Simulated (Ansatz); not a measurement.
**C₂H₆AlClS: up Jacob's ladder to CCSD(T)**

One table from this session's results is given with a row withheld; the runs are named, their logs left out.

The runs use Ansatz 0.2.0, Gaussian basis; functionals in def2-TZVPP, the program's frozen cores in correlated methods.

The runs, in order: LDA (SPW92), PBE-D4, revPBE-D4, BLYP-D4, r2SCAN-D4, B97M-V, PBE0-D4, B3LYP-D4, r2SCANh-D4, r2SCAN0-D4, HSE06-D4, BHLYP-D4, CAM-B3LYP-D4, LC-ωPBE, ωB97X-V, ωB97M-V, B2PLYP, PBE-QIDH; CCSD(T)/def2-SVP; CCSD(T)/def2-TZVPP; MP2/def2-QZVPP; extrapolation to the limit; RPA on PBE.

**The geometry**

An earlier PBE0-D4 in a triple-zeta def2 set relaxation fixed the geometry.

SMILES `C[S][Al]([CH3])[Cl]`, 11 atoms, charge 0, spin multiplicity 1.

Atoms are counted from 1 here; the program's logs count them from 0.

Bond lengths: C1–S2 1.821 Å, C1–H6 1.089 Å, C1–H7 1.088 Å, C1–H8 1.089 Å, S2–Al3 2.165 Å, Al3–C4 1.934 Å, Al3–Cl5 2.108 Å, C4–H9 1.094 Å, C4–H10 1.094 Å, C4–H11 1.092 Å. Angles: S2–C1–H6 108.5°, S2–C1–H7 111.7°, S2–C1–H8 108.3°, H6–C1–H7 109.5°, H6–C1–H8 109.4°, H7–C1–H8 109.5°, C1–S2–Al3 104.9°, S2–Al3–C4 121.6°, S2–Al3–Cl5 118.0°, C4–Al3–Cl5 120.5°, Al3–C4–H9 110.7°, Al3–C4–H10 110.7°, Al3–C4–H11 111.6°, H9–C4–H10 107.1°, H9–C4–H11 108.3°, H10–C4–H11 108.3°.

The first run:

in.yaml

```yaml
crystal:
  periodic: [false, false, false]
  atoms:
    - {symbol: C, position_ang: [-1.705208, 1.602111, 0.862600]}
    - {symbol: S, position_ang: [-1.497702, 0.092492, -0.135179]}
    - {symbol: Al, position_ang: [0.631415, -0.299931, -0.114676]}
    - {symbol: C, position_ang: [1.389738, -1.818895, -1.041458]}
    - {symbol: Cl, position_ang: [1.871657, 1.030708, 0.950552]}
    - {symbol: H, position_ang: [-2.341467, 1.368293, 1.714884]}
    - {symbol: H, position_ang: [-0.749708, 1.983519, 1.217253]}
    - {symbol: H, position_ang: [-2.190649, 2.356716, 0.245472]}
    - {symbol: H, position_ang: [1.920756, -2.472153, -0.343337]}
    - {symbol: H, position_ang: [2.115952, -1.491275, -1.790686]}
    - {symbol: H, position_ang: [0.620516, -2.408687, -1.544827]}
basis:
  gaussian: {orbitals: def2-TZVPP}
hamiltonian: {xc: lda}
output: {orbitals: {seedname: orbitals}}
```

Steps of the session up to this table: LDA; PBE-D4 (GGA); revPBE-D4 (GGA); BLYP-D4 (GGA); r2SCAN-D4 (meta-GGA); B97M-V (meta-GGA); PBE0-D4 (hybrid); B3LYP-D4 (hybrid); r2SCANh-D4 (hybrid); r2SCAN0-D4 (hybrid); HSE06-D4 (hybrid); BHLYP-D4 (hybrid); CAM-B3LYP-D4 (range-separated); LC-ωPBE-D4 (range-separated; the results give it without D4); ωB97X-V (range-separated); ωB97M-V (range-separated); B2PLYP (double hybrid); PBE-QIDH (double hybrid).

One table of the session follows, with a row left open; its other results are not shown here.

It belongs to the step «Orbital energies across the functionals». 

| functional | HOMO (eV) | gap (eV) |
| --- | --- | --- |
| LDA (SPW92) | -6.17 | 4.61 |
| PBE-D4 | -6.05 | 4.73 |
| revPBE-D4 | -6.00 | 4.79 |
| BLYP-D4 | -5.88 | 4.70 |
| r2SCAN-D4 | -6.31 | 5.31 |
| B97M-V | -6.37 | 5.29 |
| PBE0-D4 | -7.22 | 6.67 |
| B3LYP-D4 | -6.98 | 6.24 |
| r2SCANh-D4 | -6.74 | 6.00 |
| r2SCAN0-D4 | ? | ? |
| HSE06-D4 | -6.82 | 5.90 |
| BHLYP-D4 | -8.25 | 8.51 |
| CAM-B3LYP-D4 | -8.52 | 8.92 |
| LC-ωPBE | -9.92 | 11.38 |
| ωB97X-V | -9.56 | 10.91 |
| ωB97M-V | -9.39 | 10.48 |

Q: Estimate the row for r2SCAN0-D4 from the others.

Worked estimate for «HOMO (eV)». Against the share of exact exchange, r2SCAN-D4 (0, -6.31), r2SCANh-D4 (0.1, -6.74) give a slope of -4.30 per unit share; at 0.25 the line stands at -7.39.

**Answer.** HOMO (eV): -7.39; gap (eV): 7.02. In «HOMO (eV)» the line misses by 0.00.
